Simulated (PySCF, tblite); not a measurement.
# C₂H₉GeSi radical: geometry, infrared bands and EPR parameters

Wanted: the infrared bands and EPR parameters of C₂H₉GeSi radical (`C[SiH][CH2][GeH3]`), by calculation.

Programs: tblite 0.8.0 and PySCF 2.14.0, with density-fitted response routines of our own. Each step states its level of theory. These are calculated values for one molecule in the gas phase, unless marked as measured. Atoms are numbered from 0 throughout.

### Step 1. The starting structure

13 atoms, charge 0, multiplicity 2; geometry from: force field or distance geometry start.

Bonds of the start (Å): C0–Si1 1.86, Si1–C2 1.83, C2–Ge3 1.95, C0–H4 1.11, C0–H5 1.10, C0–H6 1.12, Si1–H7 1.48, C2–H8 1.12, C2–H9 1.10, Ge3–H10 1.54, Ge3–H11 1.56, Ge3–H12 1.54.

### Step 2. Optimising the geometry with GFN2-xTB

Job settings and geometry (Å):

```
{"job": {"kind": "relax", "xc": "GFN2-xTB", "basis": "xTB"}, "charge": 0, "multiplicity": 2}
C      2.164300     0.264700     0.350800
Si     0.706000    -0.875700     0.548200
C     -0.671800    -0.556400    -0.618500
Ge    -2.029200     0.655400     0.078400
H      1.828100     1.317300     0.243500
H      2.744500     0.202000     1.281400
H      2.809200     0.001200    -0.520800
H      1.232200    -2.242500     0.352200
H     -1.196800    -1.528500    -0.795900
H     -0.324300    -0.152600    -1.584700
H     -1.619100     1.313300     1.414200
H     -3.375600    -0.124800     0.240000
H     -2.271700     1.726900    -1.006400
```

The run is started by

```sh
$ OMP_NUM_THREADS=1 python probes_run.py task.json out
```

This one command runs all jobs of the session in turn.

**Question.** This job is followed by: GFN2-xTB harmonic vibrations, gas phase; UKS B3LYP, def2-TZVP-core on Ge, pcH-1 on C H Si, non-relativistic, mean-field spin-orbit, GIAO. Predict these results of the whole session: strongest single infrared mode (GFN2-xTB); zero-point energy (GFN2-xTB); g(iso) (B3LYP); ⟨S²⟩; largest a(iso) (averaged by class); surface potential, 1st and 99th percentile.

The runs gave:

| quantity | value |
| --- | --- |
| strongest single infrared mode (GFN2-xTB) | 2036 cm⁻¹, 488 km/mol |
| zero-point energy (GFN2-xTB) | 58.0 kcal/mol |
| g(iso) (B3LYP) | 2.00309 |
| ⟨S²⟩ | 0.751 (exact 0.75) |
| largest a(iso) (averaged by class) | 29Si on Si1, -494.7 MHz |
| surface potential, 1st and 99th percentile | -0.15 V and 0.88 V |

**Reading.** Relaxing lowered the energy by 0.349 eV in 117 steps; the close pair that moved most is Si1–C2, from 1.833 to 1.905 Å. No mode is imaginary among the 33: a minimum at this level. The strongest single mode, at 2036 cm⁻¹, moves mainly H10 and H12. Unscaled tight-binding wavenumbers are off by several per cent, some by more. Its intensities can rank the bands wrongly. Si1 carries the largest spin population, 0.95 e. The isotropic g lies 0.8 ppt above the free-electron value. The hyperfine terms hold no scalar relativity, which the heavier nuclei need.
